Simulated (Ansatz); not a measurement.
Predict the output of the script below (the Python package of Ansatz (0.2.0)).

`run_scf.py`:
```python
"""Single point of NaLi2MoF6."""

from collections import Counter
from pathlib import Path
import sys
import warnings

import ansatz as az
import numpy as np

warnings.simplefilter("ignore", az.DeckWarning)

lattice = az.Lattice.of(
    [0.0, 4.221368, 4.221368],
    [4.221368, 0.0, 4.221368],
    [4.221368, 4.221368, 0.0],
)
sites = [
    ("Na", [0.5, 0.5, 0.5]),
    ("Li", [0.25, 0.25, 0.25]),
    ("Li", [0.75, 0.75, 0.75]),
    ("Mo", [0.0, 0.0, 0.0]),
    ("F", [0.243212, 0.243212, 0.756788]),
    ("F", [0.243212, 0.756788, 0.756788]),
    ("F", [0.756788, 0.756788, 0.243212]),
    ("F", [0.243212, 0.756788, 0.243212]),
    ("F", [0.756788, 0.243212, 0.756788]),
    ("F", [0.756788, 0.243212, 0.243212]),
]
nali2mof6 = az.Crystal(lattice=lattice)
for symbol, position in sites:
    nali2mof6 = nali2mof6.atom(symbol, position)

# the calculation
base = (
    nali2mof6.calculation()
    .kpoints(4, 4, 4, shift=0.5)
    .pseudopotentials("nc")
    .accuracy("low")
    .scf(tolerance=1e-07, extra_bands=12)
    .functional("LDA")
    .occupations("Fermi-Dirac", width=0.1)
    .compute(density=True, potential=True, electron_localization_function=True, output_files={"volumetric_format": "npy"}, forces=True)
)
try:
    outcome = base.run(threads=1, pin="off")
except az.NonConvergedError as error:
    sys.exit(f"no convergence: {error}")
except az.RefusalError as error:
    sys.exit(f"input refused: {error}")
report = outcome.report

print("%-22s %14.5f eV" % ("F = E - TS", report["free_energy_ev"]))
print("%-22s %14.5f eV" % ("E", report["internal_energy_ev"]))
print("%-22s %14.5f eV" % ("Harris-Foulkes", report["harris_foulkes_ev"]))
print("%-22s %14.5f eV" % ("Fermi level", report["fermi_energy_ev"]))

folder = Path(outcome.write_results("fields"))
for name in sorted(p.name for p in folder.glob("*.npy")):
    field = np.load(folder / name)
    print(f"{name:16s} {str(field.shape):16s} min {field.min():10.4f}  mean {field.mean():10.4f}  max {field.max():10.4f}")

told = Counter((n["data"]["severity"], n["data"]["kind"]) for n in outcome.notices if n["event"] == "notice")
for (severity, kind), count in sorted(told.items()):
    print(f"{severity:8s} {kind} x{count}")

rho = outcome.density()
total = sum(ch.density_e_per_ang3 for ch in rho.channels[:2]) if len(rho.channels) < 3 else rho.channels[0].density_e_per_ang3
print("grid", rho.dims, "electrons", round(float(total.mean() * rho.cell_volume_ang3), 4))
print(f"density range {total.min():.4f} to {total.max():.4f} e/A^3")
print(np.array2string(total[:: max(rho.dims[0] // 8, 1), :: max(rho.dims[1] // 8, 1), 0], precision=3, suppress_small=True))

if outcome.unlabelled_reasons:
    print("not a label:", outcome.unlabelled_reasons)
else:
    print(outcome.training_frame().splitlines()[0], "atoms in the frame")

print(base.to_yaml())
```

```console
$ python run_scf.py
F = E - TS                -7563.88494 eV
E                         -7563.47283 eV
Harris-Foulkes            -7563.88494 eV
Fermi level                   5.14828 eV
elf.npy          (64, 64, 64)     min     0.0000  mean     0.2340  max     1.0000
rho.npy          (64, 64, 64)     min     0.0085  mean     0.4719  max    18.4229
v_es.npy         (64, 64, 64)     min  -336.1021  mean     1.6121  max     8.3364
v_tot.npy        (64, 64, 64)     min  -376.0728  mean    -7.2330  max     3.5597
audit    band_cg_iterations x1
audit    preconditioner_resolved x1
grid (64, 64, 64) electrons 71.0
density range 0.0085 to 18.4229 e/A^3
[[0.032 2.249 0.124 0.03  0.01  0.03  0.124 2.249]
 [2.249 0.234 0.082 0.018 0.018 0.082 0.234 2.249]
 [0.124 0.082 0.031 0.012 0.031 0.082 0.124 0.234]
 [0.03  0.018 0.012 0.012 0.018 0.03  0.082 0.082]
 [0.01  0.018 0.031 0.018 0.01  0.018 0.031 0.018]
 [0.03  0.082 0.082 0.03  0.018 0.012 0.012 0.018]
 [0.124 0.234 0.124 0.082 0.031 0.012 0.031 0.082]
 [2.249 2.249 0.234 0.082 0.018 0.018 0.082 0.234]]
10 atoms in the frame
crystal:
  lattice:
    - [0.0, 4.221368, 4.221368]
    - [4.221368, 0.0, 4.221368]
    - [4.221368, 4.221368, 0.0]
  atoms:
    - { symbol: Na, position: [0.5, 0.5, 0.5] }
    - { symbol: Li, position: [0.25, 0.25, 0.25] }
    - { symbol: Li, position: [0.75, 0.75, 0.75] }
    - { symbol: Mo, position: [0.0, 0.0, 0.0] }
    - { symbol: F, position: [0.243212, 0.243212, 0.756788] }
    - { symbol: F, position: [0.243212, 0.756788, 0.756788] }
    - { symbol: F, position: [0.756788, 0.756788, 0.243212] }
    - { symbol: F, position: [0.243212, 0.756788, 0.243212] }
    - { symbol: F, position: [0.756788, 0.243212, 0.756788] }
    - { symbol: F, position: [0.756788, 0.243212, 0.243212] }
accuracy: low
kpoints:
  mp_grid:
    grid: [4, 4, 4]
    shift: [0.5, 0.5, 0.5]
hamiltonian:
  xc: lda
  pseudopotentials:
    kind: nc
scf:
  n_extra_bands: 12
  convergence:
    dr2_threshold: 1.0e-07
  occupations:
    method: fermi_dirac
    width: 0.1
output:
  write_density: true
  write_potential: true
  volumetric_format: npy
  elf: true
  forces: true
```

These settings explore the input space; cutoff and mesh may be short of convergence. The cell holds an odd number of electrons and is run without spin, so a magnetic state may lie lower. The mesh is modest for a metal, so energies can be off by several to tens of meV an atom and pressures by half a GPa or more; differences at equal mesh fare better. Only differences from the Fermi energy are physical; the zero of the scale is a convention. The mesh has less symmetry than the crystal, which the program warned of. Grid values close to the nuclei reflect the PAW or pseudopotential construction, not the all-electron fields. The structure comes from a database of computed cells and needn't be a stable or known phase. The script silences the warnings on its input, which a real study should read.

(Lines on the test bed's own set-up are left out of the output.)
